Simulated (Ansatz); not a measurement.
An input for Ansatz 0.2.0 (DyAgB4F16):

File input.yaml:

```yaml
crystal:
  lattice:
    - [4.40715, -4.20865, -0.01927]
    - [4.40715, 4.20865, -0.01927]
    - [-2.30597, 0.0, 9.28144]
  atoms:
    - { symbol: Dy, position: [0.82032, 0.17968, 0.5], spin: 5.0 }
    - { symbol: Ag, position: [0.17541, 0.82459, 0.0] }
    - { symbol: B, position: [0.68068, 0.73803, 0.67445] }
    - { symbol: B, position: [0.26197, 0.31932, 0.32555] }
    - { symbol: B, position: [0.29619, 0.2423, 0.78678] }
    - { symbol: B, position: [0.7577, 0.70381, 0.21322] }
    - { symbol: F, position: [0.78102, 0.52238, 0.6148] }
    - { symbol: F, position: [0.45977, 0.71508, 0.66662] }
    - { symbol: F, position: [0.80195, 0.81504, 0.80749] }
    - { symbol: F, position: [0.7188, 0.88438, 0.57308] }
    - { symbol: F, position: [0.18496, 0.19805, 0.19251] }
    - { symbol: F, position: [0.11562, 0.2812, 0.42692] }
    - { symbol: F, position: [0.47762, 0.21898, 0.3852] }
    - { symbol: F, position: [0.28492, 0.54023, 0.33338] }
    - { symbol: F, position: [0.23948, 0.45868, 0.8429] }
    - { symbol: F, position: [0.46466, 0.23186, 0.70542] }
    - { symbol: F, position: [0.08694, 0.1499, 0.68309] }
    - { symbol: F, position: [0.33847, 0.10605, 0.89047] }
    - { symbol: F, position: [0.8501, 0.91306, 0.31691] }
    - { symbol: F, position: [0.89395, 0.66153, 0.10953] }
    - { symbol: F, position: [0.54132, 0.76052, 0.1571] }
    - { symbol: F, position: [0.76814, 0.53534, 0.29458] }
hamiltonian:
  xc: pbe
  pseudopotentials: { kind: nc, source: spms }
magnetization:
  spin_polarized: true
kpoints:
  mp_grid: { grid: [5, 5, 3] }
scf:
  occupations: { method: fermi_dirac, width: 0.05 }
output:
  forces: true
  stress: true
  eigenvalues: true
```

Potentials or basis: SPMS NC.

Command:

```bash
$ ansatz run input.yaml --threads 8 --pin off --max-ram 20480MiB --backend cpu --events-out ev --progress --plain --runs-dir out
```

**Question.** Does this run start?

**Answer.** The run stopped without a result. It printed:

Output:

```text
Error: no pseudopotential record for Dy at <dir> Nothing was run.
  By this build's list the table `kind: nc`, `source: spms` of `hamiltonian.pseudopotentials` has no Dy in this build's library.
Fix: take Dy from another table that serves this run, or name a record of your own for Dy alone.
  `kind`, and `accuracy` or `source` (`level` with this project's own files alone, `core` of norm-conserving files with no table named), under `hamiltonian.pseudopotentials` apply to every element of the deck. For PBE this build's library has files of Dy, which may not all serve this run, under
    kind: nc       accuracy: lanthanide_3plus (`lanthanide_3plus` for 3+ ions alone)
    kind: paw      source: ansatz or jth, or accuracy: standard or stringent (the limits of `source: ansatz`: that key's Limitations)
  To change Dy alone, name a record of the deck's `kind` under `hamiltonian.pseudopotentials.azcp`, as `Dy: <path>` (`python -m ansatz.pseudopotential add <file.upf> <file.azcp>` makes one from a UPF file).
  `python` is the interpreter of the environment that holds the engine's wheel, or a checkout's `.venv/bin/python`.
```
